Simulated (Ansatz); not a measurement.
**GaH₆NO₃: how energies converge with the basis set**

The task here is to estimate one member of a computed series from the others.

Method: one geometry, several basis sets; program: Ansatz 0.2.0, Gaussian basis.

Levels to be run: PBE0-D4/def2-SVP; ωB97M-V/def2-SVP; PBE0-D4/def2-QZVPP; ωB97M-V/def2-QZVPP; the functionals' def2-TZVPP values are taken from earlier runs.

## The geometry

The geometry comes from an earlier relaxation with PBE0-D4 in a triple-zeta def2 set; it is a stationary point, not always the lowest conformer.

SMILES `[NH3+][Ga-]([OH])([OH])[OH]`, 11 atoms, charge 0, spin multiplicity 1.

Atoms are counted from 1 here; the program's logs count them from 0.

Bond lengths: N1–Ga2 2.084 Å, N1–H6 1.014 Å, N1–H7 1.014 Å, N1–H8 1.014 Å, Ga2–O3 1.810 Å, Ga2–O4 1.810 Å, Ga2–O5 1.810 Å, O3–H9 0.958 Å, O4–H10 0.958 Å, O5–H11 0.958 Å. Angles: Ga2–N1–H6 109.6°, Ga2–N1–H7 109.6°, Ga2–N1–H8 109.7°, H6–N1–H7 109.3°, H6–N1–H8 109.3°, H7–N1–H8 109.3°, N1–Ga2–O3 98.8°, N1–Ga2–O4 98.9°, N1–Ga2–O5 98.8°, O3–Ga2–O4 117.7°, O3–Ga2–O5 117.7°, O4–Ga2–O5 117.7°, Ga2–O3–H9 112.6°, Ga2–O4–H10 112.6°, Ga2–O5–H11 112.6°.

As a file:

```xyz
11

N    -1.24882    0.55876    0.65977
Ga    0.46605   -0.21189   -0.23979
O     1.64999    0.12067    1.08847
O     0.51957    0.85591   -1.70039
O    -0.08563   -1.92084   -0.46728
H    -1.01561    0.93449    1.57221
H    -1.93709   -0.17818    0.76641
H    -1.63483    1.29700    0.08173
H     2.08200   -0.67414    1.40498
H     1.33414    1.35740   -1.76053
H    -0.06448   -2.19627   -1.38499
```

The first run:

File in.yaml:

```yaml
crystal:
  periodic: [false, false, false]
  atoms:
    - {symbol: N, position_ang: [-1.248824, 0.558758, 0.659772]}
    - {symbol: Ga, position_ang: [0.466053, -0.211888, -0.239793]}
    - {symbol: O, position_ang: [1.649989, 0.120669, 1.088474]}
    - {symbol: O, position_ang: [0.519570, 0.855909, -1.700392]}
    - {symbol: O, position_ang: [-0.085625, -1.920845, -0.467278]}
    - {symbol: H, position_ang: [-1.015612, 0.934486, 1.572215]}
    - {symbol: H, position_ang: [-1.937092, -0.178179, 0.766411]}
    - {symbol: H, position_ang: [-1.634831, 1.296996, 0.081729]}
    - {symbol: H, position_ang: [2.082003, -0.674136, 1.404983]}
    - {symbol: H, position_ang: [1.334144, 1.357398, -1.760527]}
    - {symbol: H, position_ang: [-0.064476, -2.196268, -1.384995]}
basis:
  gaussian: {orbitals: def2-SVP}
hamiltonian: {xc: pbe0, dispersion: d4}
output: {orbitals: {seedname: orbitals}}
```

Launch:

```bash
> ansatz run in.yaml --threads 4 --pin off --events-out ev --progress --plain --max-ram 10444MiB
```

Among the steps run: PBE0-D4 in def2-SVP; ωB97M-V in def2-SVP; PBE0-D4 in def2-QZVPP; ωB97M-V in def2-QZVPP.

One table of the session follows, with a row left open; its other results are not shown here.

It belongs to the step «Density functionals: the series». 

| functional | basis | HOMO (eV) | LUMO (eV) |
| --- | --- | --- | --- |
| PBE0-D4 | def2-SVP | ? | ? |
| PBE0-D4 | def2-TZVPP | -7.86 | -0.09 |
| PBE0-D4 | def2-QZVPP | -7.96 | -0.35 |
| ωB97M-V | def2-SVP | -9.96 | 2.10 |
| ωB97M-V | def2-TZVPP | -10.36 | 1.37 |
| ωB97M-V | def2-QZVPP | -10.47 | 0.99 |

**Question.** Estimate the row for PBE0-D4, def2-SVP.

The run gave: HOMO (eV): -7.49; LUMO (eV): 0.47. In the column «HOMO (eV)» it is the highest.
